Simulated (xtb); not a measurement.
# CH3BCl2O (BCl2(OMe)) at GFN2-xTB

Wanted: a structure relaxation of CH3BCl2O (BCl2(OMe)). 

Program for the calculation: xtb 6.7.1 later snapshot.

5 further runs of the same task are left out: 5 set aside as unsound or not needed.

## 1. Starting point

CH3BCl2O: 8 atoms, total charge 0, spin state singlet. As SMILES, `COB(Cl)Cl`. The coordinates come from a GFN2-xTB relaxation. The run starts from this shape.

Bond lengths: B1–Cl2 1.753 Å, B1–Cl3 1.729 Å, B1–O4 1.320 Å, O4–C5 1.417 Å, C5–H6 1.090 Å, C5–H7 1.090 Å, C5–H8 1.091 Å. Angles: Cl2–B1–Cl3 119.6°, Cl2–B1–O4 123.3°, Cl3–B1–O4 117.1°, B1–O4–C5 127.7°, O4–C5–H6 107.7°, O4–C5–H7 107.9°, O4–C5–H8 111.3°, H6–C5–H7 109.6°, H6–C5–H8 110.3°, H7–C5–H8 110.0°.

## 2. A structure relaxation at GFN2-xTB

File xtb.inp:

```
$chrg 0
$spin 0
$end
```

File geom.xyz:

```xyz
8
CH3BCl2O
B      0.327770     1.051600     0.692450
Cl     2.039220     0.678310     0.630620
Cl    -0.207630     2.469780     1.524760
O     -0.598470     0.300500     0.125820
C     -0.413010    -0.898650    -0.605840
H     -0.919110    -0.782680    -1.564320
H     -0.875350    -1.709810    -0.042990
H      0.646570    -1.109050    -0.760510
```

The run is started by

```sh
$ xtb geom.xyz --gfn 2 -I xtb.inp --opt vtight -P 1 > run.log
```

What values should one expect? Wanted: total energy at the end; dipole moment; HOMO energy; LUMO energy; HOMO–LUMO gap; dispersion energy; mean polarisability.

Answer, from the run:

Level: GFN2-xTB.

| quantity | value |
| --- | --- |
| total energy at the end | -18.17137 Eh |
| dipole moment | 3.41 D |
| HOMO energy | -11.85 eV |
| LUMO energy | -6.28 eV |
| HOMO–LUMO gap | 5.57 eV |
| dispersion energy | -12.62 kJ/mol |
| mean polarisability (D4 model) | 58.1 bohr³ |

What this shows: At the final geometry: Bond lengths: B1–Cl2 1.753 Å, B1–Cl3 1.729 Å, B1–O4 1.320 Å, O4–C5 1.417 Å, C5–H6 1.090 Å, C5–H7 1.090 Å, C5–H8 1.091 Å. Angles: Cl2–B1–Cl3 119.5°, Cl2–B1–O4 123.3°, Cl3–B1–O4 117.2°, B1–O4–C5 127.7°, O4–C5–H6 107.8°, O4–C5–H7 107.9°, O4–C5–H8 111.3°, H6–C5–H7 109.6°, H6–C5–H8 110.1°, H7–C5–H8 110.1°. The optimisation took 16 steps and changed the energy by -0.000 eV.
